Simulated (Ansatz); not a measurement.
**CH₂BFS: how energies converge with the basis set**

The task here is to estimate one member of a computed series from the others.

Method: one geometry, several basis sets; program: Ansatz 0.2.0, Gaussian basis.

Levels to be run: PBE0-D4/def2-SVP; ωB97M-V/def2-SVP; PBE0-D4/def2-QZVPP; ωB97M-V/def2-QZVPP; the functionals' def2-TZVPP values are taken from earlier runs.

## Structure used throughout

All runs share one geometry, relaxed beforehand with PBE0-D4 in a triple-zeta def2 set.

SMILES `FB1CS1`, 6 atoms, charge 0, spin multiplicity 1.

Atoms are counted from 1 here; the program's logs count them from 0.

Bond lengths: F1–B2 1.307 Å, B2–C3 1.522 Å, B2–S4 1.743 Å, C3–S4 1.898 Å, C3–H5 1.086 Å, C3–H6 1.086 Å. Angles: F1–B2–C3 145.9°, F1–B2–S4 143.3°, C3–B2–S4 70.7°, B2–C3–S4 60.1°, B2–C3–H5 121.7°, B2–C3–H6 121.7°, S4–C3–H5 113.3°, S4–C3–H6 113.3°, H5–C3–H6 113.7°, B2–S4–C3 49.2°.

Coordinates:

```xyz
6
charge 0, multiplicity 1
F    -0.28190   -2.08672    0.29435
B    -0.32568   -0.81647   -0.00944
C     0.38570    0.52615    0.07814
S    -1.29295    0.39963   -0.79937
H     1.20223    0.78342   -0.59074
H     0.35459    1.12999    0.98076
```

Set-up of the first run:

in.yaml reads:

```yaml
crystal:
  periodic: [false, false, false]
  atoms:
    - {symbol: F, position_ang: [-0.281898, -2.086723, 0.294345]}
    - {symbol: B, position_ang: [-0.325683, -0.816470, -0.009438]}
    - {symbol: C, position_ang: [0.385702, 0.526151, 0.078141]}
    - {symbol: S, position_ang: [-1.292947, 0.399633, -0.799368]}
    - {symbol: H, position_ang: [1.202231, 0.783419, -0.590735]}
    - {symbol: H, position_ang: [0.354595, 1.129991, 0.980755]}
basis:
  gaussian: {orbitals: def2-SVP}
hamiltonian: {xc: pbe0, dispersion: d4}
output: {orbitals: {seedname: orbitals}}
```

Command:

```
> ansatz run in.yaml --threads 2 --pin off --events-out ev --progress --plain --max-ram 4352MiB
```

Steps of the session up to this table: PBE0-D4 in def2-SVP; ωB97M-V in def2-SVP; PBE0-D4 in def2-QZVPP; ωB97M-V in def2-QZVPP.

One table of the session follows, with a row left open; its other results are not shown here.

It belongs to the step «Density functionals: the series». 

| functional | basis | HOMO (eV) | LUMO (eV) |
| --- | --- | --- | --- |
| PBE0-D4 | def2-SVP | ? | ? |
| PBE0-D4 | def2-TZVPP | -7.71 | -0.49 |
| PBE0-D4 | def2-QZVPP | -7.72 | -0.55 |
| ωB97M-V | def2-SVP | -9.75 | 1.91 |
| ωB97M-V | def2-TZVPP | -9.86 | 1.50 |
| ωB97M-V | def2-QZVPP | -9.88 | 1.18 |

**Question.** Estimate the row for PBE0-D4, def2-SVP.

The run gave: HOMO (eV): -7.63; LUMO (eV): -0.26. In the column «HOMO (eV)» it is the highest.
